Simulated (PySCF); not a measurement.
# ReH4O4 (+2): ligand-field states

Aim: compute the ligand-field states of ReH4O4 (+2).

Computed with PySCF 2.14.0 and routines of our own; the level stands in each step. Atoms count from 0.

## 1. The starting structure

9 atoms, charge 2, states of the metal's open shell are computed; geometry from: model geometry, bond lengths from ionic radii.

## 2. Ligand-field states: state-averaged CASSCF

Job settings and geometry (Å):

```
{"job": {"kind": "lf", "basis": {"metal": "x2c-TZVPall", "ligand": "x2c-SVPall"}, "nevpt": true}, "charge": 2, "metal": "Re", "open_shell": "d1"}
Re     0.000000     0.000000     0.000000
O      1.016136     1.016136     1.016137
H      0.762220     1.893591     1.327906
O     -1.016136    -1.016136     1.016137
H     -0.762220    -1.893591     1.327906
O     -1.016136     1.016136    -1.016137
H     -1.893591     0.762220    -1.327906
O      1.016136    -1.016136    -1.016137
H      1.893591    -0.762220    -1.327906
```

Method: state-averaged CASSCF of the metal d shell, SC-NEVPT2 on the averaged canonical orbitals, state-interaction spin-orbit coupling.

Command:

```console
$ OMP_NUM_THREADS=1 python lf_run.py task.json out
```

The driver reads the jobs from task.json and runs them one after another.

Standard output, cut to the lines that bear on the results:

```text
basis functions 157, electrons 109, active (1e, 5o)
stage 1: DIIS on the effective Fock matrix, level shift 0.30
cycle   1  E = -16988.3639954006  dE = -1.699e+04  max|g| = 2.559e+00
cycle   2  E = -16990.0383580802  dE = -1.674e+00  max|g| = 1.061e+00
cycle   3  E = -16986.5369733696  dE =  3.501e+00  max|g| = 1.554e+00
cycle   4  E = -16990.8979048288  dE = -4.361e+00  max|g| = 5.825e-01
cycle   5  E = -16990.8254430612  dE =  7.246e-02  max|g| = 6.980e-01
cycle   6  E = -16991.0424489032  dE = -2.170e-01  max|g| = 7.403e-01
cycle   7  E = -16991.2370936053  dE = -1.946e-01  max|g| = 3.323e-01
cycle   8  E = -16991.2887132009  dE = -5.162e-02  max|g| = 1.251e-01
cycle   9  E = -16991.2980683603  dE = -9.355e-03  max|g| = 2.856e-02
cycle  10  E = -16991.2988089978  dE = -7.406e-04  max|g| = 1.134e-02
[... 7 cycles left out ...]
cycle  18  E = -16991.2989872528  dE = -6.372e-08  max|g| = 2.442e-04
cycle  19  E = -16991.2989872813  dE = -2.849e-08  max|g| = 1.643e-04
cycle  20  E = -16991.2989872933  dE = -1.201e-08  max|g| = 1.095e-04
cycle  21  E = -16991.2989872983  dE = -4.995e-09  max|g| = 7.312e-05
cycle  22  E = -16991.2989873004  dE = -2.121e-09  max|g| = 4.957e-05
cycle  23  E = -16991.2989873013  dE = -9.204e-10  max|g| = 3.457e-05
cycle  24  E = -16991.2989873018  dE = -4.402e-10  max|g| = 2.387e-05
cycle  25  E = -16991.2989873020  dE = -2.001e-10  max|g| = 1.648e-05
cycle  26  E = -16991.2989873021  dE = -1.055e-10  max|g| = 1.143e-05
cycle  27  E = -16991.2989873021  dE = -3.274e-11  max|g| = 8.055e-06
converged average energy = -16991.2989873021

 mult deg   label        CASSCF/cm-1   NEVPT2/cm-1
   2   1   2B                  0.0           0.0
   2   1   2A              10247.4       12397.1
   2   2   2E              26547.3       24477.1
   2   1   2B              29387.8       28099.3

spin-orbit levels / cm-1
      0.00  x2  2B 0.99
  11987.32  x2  2A 0.94 2E 0.06
  25128.29  x2  2E 0.99
  25607.75  x2  2E 0.94 2A 0.06
  28772.19  x2  2B 0.99
```

It took 16 s on 1 thread of Arm Neoverse V2, shared host; peak memory 0.4 GiB.

Warnings kept with the result: an active orbital is not mainly the metal shell.

An active orbital is only 58 % metal, under the run's own bar for a metal shell, so levels, ζ, ground spin and magnetism of this run may not be those of the metal's shell and are not read here.

## 3. Ligand-field states: state-averaged CASSCF (bond length × 0.92)

Job settings and geometry (Å):

```
{"job": {"kind": "lf", "basis": {"metal": "x2c-TZVPall", "ligand": "x2c-SVPall"}, "nevpt": true, "reuse": true}, "charge": 2, "metal": "Re", "open_shell": "d1"}
Re     0.000000     0.000000     0.000000
O      0.934845     0.934845     0.934846
H      0.680929     1.812300     1.246615
O     -0.934845    -0.934845     0.934846
H     -0.680929    -1.812300     1.246615
O     -0.934845     0.934845    -0.934846
H     -1.812300     0.680929    -1.246615
O      0.934845    -0.934845    -0.934846
H      1.812300    -0.680929    -1.246615
```

Method: state-averaged CASSCF of the metal d shell, SC-NEVPT2 on the averaged canonical orbitals, state-interaction spin-orbit coupling.

Standard output:

```text
basis functions 157, electrons 109, active (1e, 5o)
start from the orbitals of the previous structure
stage 1: DIIS on the effective Fock matrix, level shift 0.30
cycle   1  E = -16983.1912429445  dE = -1.698e+04  max|g| = 9.871e+01
cycle   2  E = -16989.5681891767  dE = -6.377e+00  max|g| = 7.248e-01
cycle   3  E = -16990.7000457893  dE = -1.132e+00  max|g| = 6.935e-01
cycle   4  E = -16991.1413754974  dE = -4.413e-01  max|g| = 1.931e-01
cycle   5  E = -16991.1695268861  dE = -2.815e-02  max|g| = 2.714e-02
cycle   6  E = -16991.1706375598  dE = -1.111e-03  max|g| = 1.152e-02
cycle   7  E = -16991.1708475670  dE = -2.100e-04  max|g| = 7.063e-03
cycle   8  E = -16991.1708917451  dE = -4.418e-05  max|g| = 4.009e-03
cycle   9  E = -16991.1709008174  dE = -9.072e-06  max|g| = 2.138e-03
cycle  10  E = -16991.1709027559  dE = -1.939e-06  max|g| = 1.124e-03
cycle  11  E = -16991.1709031754  dE = -4.194e-07  max|g| = 5.616e-04
cycle  12  E = -16991.1709032659  dE = -9.054e-08  max|g| = 2.702e-04
cycle  13  E = -16991.1709032850  dE = -1.911e-08  max|g| = 1.281e-04
cycle  14  E = -16991.1709032893  dE = -4.249e-09  max|g| = 6.098e-05
cycle  15  E = -16991.1709032902  dE = -9.095e-10  max|g| = 2.793e-05
cycle  16  E = -16991.1709032903  dE = -1.601e-10  max|g| = 1.284e-05
cycle  17  E = -16991.1709032904  dE = -4.729e-11  max|g| = 5.785e-06
converged average energy = -16991.1709032904

 mult deg   label        CASSCF/cm-1   NEVPT2/cm-1
   2   1   2B                  0.0           0.0
   2   1   2A              12680.9       14351.5
   2   2   2E              32532.1       29486.2
   2   1   2B              36707.4       34361.6

spin-orbit levels / cm-1
      0.00  x2  2B 0.99
  14071.37  x2  2A 0.97 2E 0.03
  29127.91  x2  2E 0.98
  30959.73  x2  2E 0.97 2A 0.03
  34953.99  x2  2B 0.97
```

Run time: 9 s. Hardware: 1 thread of Arm Neoverse V2, shared host; peak memory 0.4 GiB.

Warnings kept with the result: an active orbital is not mainly the metal shell.

An active orbital is only 52 % metal, under the run's own bar for a metal shell, so levels, ζ, ground spin and magnetism of this run may not be those of the metal's shell and are not read here.

## 4. Ligand-field states: state-averaged CASSCF (bond length × 0.96)

Job settings and geometry (Å):

```
{"job": {"kind": "lf", "basis": {"metal": "x2c-TZVPall", "ligand": "x2c-SVPall"}, "nevpt": true, "reuse": true}, "charge": 2, "metal": "Re", "open_shell": "d1"}
Re     0.000000     0.000000     0.000000
O      0.975491     0.975491     0.975491
H      0.721575     1.852945     1.287260
O     -0.975491    -0.975491     0.975491
H     -0.721575    -1.852945     1.287260
O     -0.975491     0.975491    -0.975491
H     -1.852945     0.721575    -1.287260
O      0.975491    -0.975491    -0.975491
H      1.852945    -0.721575    -1.287260
```

Method: state-averaged CASSCF of the metal d shell, SC-NEVPT2 on the averaged canonical orbitals, state-interaction spin-orbit coupling.

Standard output:

```text
basis functions 157, electrons 109, active (1e, 5o)
start from the orbitals of the previous structure
stage 1: DIIS on the effective Fock matrix, level shift 0.30
cycle   1  E = -16988.6800707723  dE = -1.699e+04  max|g| = 5.089e+01
cycle   2  E = -16991.1988135716  dE = -2.519e+00  max|g| = 2.913e-01
cycle   3  E = -16991.2606431727  dE = -6.183e-02  max|g| = 6.205e-02
cycle   4  E = -16991.2643637499  dE = -3.721e-03  max|g| = 4.678e-02
cycle   5  E = -16991.2661122743  dE = -1.749e-03  max|g| = 9.183e-03
cycle   6  E = -16991.2662454340  dE = -1.332e-04  max|g| = 5.662e-03
cycle   7  E = -16991.2662755531  dE = -3.012e-05  max|g| = 3.516e-03
cycle   8  E = -16991.2662841388  dE = -8.586e-06  max|g| = 2.066e-03
cycle   9  E = -16991.2662866129  dE = -2.474e-06  max|g| = 1.087e-03
cycle  10  E = -16991.2662870829  dE = -4.701e-07  max|g| = 5.563e-04
cycle  11  E = -16991.2662871833  dE = -1.003e-07  max|g| = 2.750e-04
cycle  12  E = -16991.2662872040  dE = -2.076e-08  max|g| = 1.326e-04
cycle  13  E = -16991.2662872088  dE = -4.762e-09  max|g| = 6.201e-05
cycle  14  E = -16991.2662872098  dE = -1.000e-09  max|g| = 2.874e-05
cycle  15  E = -16991.2662872100  dE = -2.146e-10  max|g| = 1.342e-05
cycle  16  E = -16991.2662872101  dE = -6.185e-11  max|g| = 6.127e-06
converged average energy = -16991.2662872101

 mult deg   label        CASSCF/cm-1   NEVPT2/cm-1
   2   1   2B                  0.0           0.0
   2   1   2A              11335.9       13176.0
   2   2   2E              29363.1       26837.2
   2   1   2B              32819.4       31033.3

spin-orbit levels / cm-1
      0.00  x2  2B 0.99
  12837.84  x2  2A 0.95 2E 0.05
  27068.32  x2  2E 0.99
  28091.22  x2  2E 0.95 2A 0.05
  31628.47  x2  2B 0.99
```

Run time: 8.8 s. Hardware: 1 thread of Arm Neoverse V2, shared host; peak memory 0.4 GiB.

Warnings kept with the result: an active orbital is not mainly the metal shell.

An active orbital is only 56 % metal, under the run's own bar for a metal shell, so levels, ζ, ground spin and magnetism of this run may not be those of the metal's shell and are not read here.

## 5. Ligand-field states: state-averaged CASSCF (bond length × 1.04)

Job settings and geometry (Å):

```
{"job": {"kind": "lf", "basis": {"metal": "x2c-TZVPall", "ligand": "x2c-SVPall"}, "nevpt": true, "reuse": true}, "charge": 2, "metal": "Re", "open_shell": "d1"}
Re     0.000000     0.000000     0.000000
O      1.056782     1.056782     1.056782
H      0.802865     1.934236     1.368551
O     -1.056782    -1.056782     1.056782
H     -0.802865    -1.934236     1.368551
O     -1.056782     1.056782    -1.056782
H     -1.934236     0.802865    -1.368551
O      1.056782    -1.056782    -1.056782
H      1.934236    -0.802865    -1.368551
```

Level: state-averaged CASSCF of the metal d shell, SC-NEVPT2 on the averaged canonical orbitals, state-interaction spin-orbit coupling.

Standard output:

```text
basis functions 157, electrons 109, active (1e, 5o)
start from the orbitals of the previous structure
stage 1: DIIS on the effective Fock matrix, level shift 0.30
cycle   1  E = -16985.7730576851  dE = -1.699e+04  max|g| = 3.145e+01
cycle   2  E = -16991.1102413840  dE = -5.337e+00  max|g| = 4.632e-01
cycle   3  E = -16991.2721190845  dE = -1.619e-01  max|g| = 9.791e-02
cycle   4  E = -16991.2850487799  dE = -1.293e-02  max|g| = 2.686e-02
cycle   5  E = -16991.2863757254  dE = -1.327e-03  max|g| = 2.688e-02
cycle   6  E = -16991.2872296671  dE = -8.539e-04  max|g| = 1.342e-02
cycle   7  E = -16991.2873784748  dE = -1.488e-04  max|g| = 8.360e-03
cycle   8  E = -16991.2874206987  dE = -4.222e-05  max|g| = 4.765e-03
cycle   9  E = -16991.2874318323  dE = -1.113e-05  max|g| = 2.602e-03
cycle  10  E = -16991.2874347944  dE = -2.962e-06  max|g| = 1.314e-03
cycle  11  E = -16991.2874354824  dE = -6.880e-07  max|g| = 6.471e-04
cycle  12  E = -16991.2874356438  dE = -1.614e-07  max|g| = 3.162e-04
cycle  13  E = -16991.2874356883  dE = -4.450e-08  max|g| = 1.525e-04
cycle  14  E = -16991.2874357006  dE = -1.231e-08  max|g| = 6.876e-05
cycle  15  E = -16991.2874357037  dE = -3.100e-09  max|g| = 3.173e-05
cycle  16  E = -16991.2874357046  dE = -8.986e-10  max|g| = 1.424e-05
cycle  17  E = -16991.2874357049  dE = -2.765e-10  max|g| = 6.386e-06
converged average energy = -16991.2874357049

 mult deg   label        CASSCF/cm-1   NEVPT2/cm-1
   2   1   2B                  0.0           0.0
   2   1   2A               9295.5       11913.1
   2   2   2E              24106.2       22464.7
   2   1   2B              26415.3       25604.4

spin-orbit levels / cm-1
      0.00  x2  2B 0.98
  11418.08  x2  2A 0.92 2E 0.08
  23386.85  x2  2E 0.98
  23556.93  x2  2E 0.92 2A 0.08
  26409.49  x2  2B 0.98
```

Wall time 9.3 s (1 thread of Arm Neoverse V2, shared host); peak memory 0.41 GiB.

Warnings kept with the result: strongly covalent, metal-shell active space is small for this complex.

In short:

```
             quantity      value
spin-orbit constant ζ  2324 cm⁻¹
```

Powder susceptibility:

| T (K) | χT (cm³ K/mol) | μ(eff) |
| --- | --- | --- |
| 2 | 0.275 | 1.48 |
| 5 | 0.275 | 1.48 |
| 10 | 0.275 | 1.48 |
| 20 | 0.275 | 1.48 |
| 30 | 0.276 | 1.48 |
| 50 | 0.276 | 1.49 |
| 75 | 0.276 | 1.49 |
| 100 | 0.277 | 1.49 |
| 150 | 0.277 | 1.49 |
| 200 | 0.278 | 1.49 |
| 250 | 0.279 | 1.49 |
| 300 | 0.279 | 1.49 |

## 6. Ligand-field states: state-averaged CASSCF (bond length × 1.08)

Job settings and geometry (Å):

```
{"job": {"kind": "lf", "basis": {"metal": "x2c-TZVPall", "ligand": "x2c-SVPall"}, "nevpt": true, "reuse": true}, "charge": 2, "metal": "Re", "open_shell": "d1"}
Re     0.000000     0.000000     0.000000
O      1.097427     1.097427     1.097428
H      0.843511     1.974882     1.409197
O     -1.097427    -1.097427     1.097428
H     -0.843511    -1.974882     1.409197
O     -1.097427     1.097427    -1.097428
H     -1.974882     0.843511    -1.409197
O      1.097427    -1.097427    -1.097428
H      1.974882    -0.843511    -1.409197
```

Level: state-averaged CASSCF of the metal d shell, SC-NEVPT2 on the averaged canonical orbitals, state-interaction spin-orbit coupling.

Standard output:

```text
basis functions 157, electrons 109, active (1e, 5o)
start from the orbitals of the previous structure
stage 1: DIIS on the effective Fock matrix, level shift 0.30
cycle   1  E = -16990.2538007779  dE = -1.699e+04  max|g| = 1.414e+01
cycle   2  E = -16991.2105937024  dE = -9.568e-01  max|g| = 2.259e-01
cycle   3  E = -16991.2416364221  dE = -3.104e-02  max|g| = 4.379e-02
cycle   4  E = -16991.2415841034  dE =  5.232e-05  max|g| = 7.420e-02
cycle   5  E = -16991.2451543997  dE = -3.570e-03  max|g| = 2.406e-02
cycle   6  E = -16991.2456554806  dE = -5.011e-04  max|g| = 6.827e-03
cycle   7  E = -16991.2457000220  dE = -4.454e-05  max|g| = 4.459e-03
cycle   8  E = -16991.2457224120  dE = -2.239e-05  max|g| = 3.028e-03
cycle   9  E = -16991.2457283138  dE = -5.902e-06  max|g| = 1.858e-03
cycle  10  E = -16991.2457305204  dE = -2.207e-06  max|g| = 1.028e-03
cycle  11  E = -16991.2457312611  dE = -7.406e-07  max|g| = 5.300e-04
cycle  12  E = -16991.2457314809  dE = -2.199e-07  max|g| = 2.678e-04
cycle  13  E = -16991.2457315579  dE = -7.698e-08  max|g| = 1.299e-04
cycle  14  E = -16991.2457315827  dE = -2.480e-08  max|g| = 7.385e-05
cycle  15  E = -16991.2457315917  dE = -9.022e-09  max|g| = 3.501e-05
cycle  16  E = -16991.2457315954  dE = -3.649e-09  max|g| = 2.233e-05
cycle  17  E = -16991.2457315967  dE = -1.332e-09  max|g| = 2.260e-05
cycle  18  E = -16991.2457315972  dE = -5.202e-10  max|g| = 1.415e-05
cycle  19  E = -16991.2457315974  dE = -2.110e-10  max|g| = 7.432e-06
converged average energy = -16991.2457315974

 mult deg   label        CASSCF/cm-1   NEVPT2/cm-1
   2   1   2B                  0.0           0.0
   2   1   2A               8364.0       11623.4
   2   2   2E              22017.9       20815.8
   2   1   2B              23861.8       23533.5

spin-orbit levels / cm-1
      0.00  x2  2B 0.98
  11033.98  x2  2A 0.90 2E 0.10
  21892.17  x2  2E 0.94 2B 0.04
  21932.99  x2  2E 0.90 2A 0.10
  24494.42  x2  2B 0.94 2E 0.05
```

Run time: 10 s. Hardware: 1 thread of Arm Neoverse V2, shared host; peak memory 0.4 GiB.

Warnings kept with the result: strongly covalent, metal-shell active space is small for this complex.

From this job:

```csv
quantity,value
spin-orbit constant ζ,2397 cm⁻¹
```

Powder susceptibility:

```
T (K)  χT (cm³ K/mol)  μ(eff)
    2           0.262    1.45
   20           0.262    1.45
  100           0.263    1.45
  300           0.267    1.46
```

## 7. Ligand field across the series

From the NEVPT2 states (cm⁻¹; the spread is that of the fitted one-electron ligand-field levels):

```csv
step,setting,ground state,next state,orbital spread,ζ,"μ(eff), 300 K"
5,bond length × 1.04,2B,2A at 11913,25604,2324,1.49
6,bond length × 1.08,2B,2A at 11623,23534,2397,1.46
```

## 8. Results

| quantity | value |
| --- | --- |
| spin-orbit constant ζ (step 5, state-averaged CASSCF (bond length × 1.04)) | 2324 cm⁻¹ |
| ground multiplicity, μ(eff) at 300 K (step 5, 4 donors at 1.83 Å) | 2, 1.49 μB |
| ground multiplicity, μ(eff) at 300 K (step 6, 4 donors at 1.90 Å) | 2, 1.46 μB |

Steps 2, 3, 4 are set aside: its active space failed the test for the metal's shell. In step 5 ζ is 53 % of the free ion's 4354 cm⁻¹: an effective value, diluted by mixing with the ligands. In step 5, χT goes from 0.28 at 2 K to 0.28 cm³ K/mol at 300 K: nearly flat, so one level governs the whole range. The spread of the ligand-field levels runs from 23534 cm⁻¹ (bond length × 1.08) to 25604 cm⁻¹ (bond length × 1.04); μ(eff) at 300 K: 1.46 to 1.49 μB. The bonding is strongly covalent, and an active space of the metal's shell alone is small for it, so these values are rough.
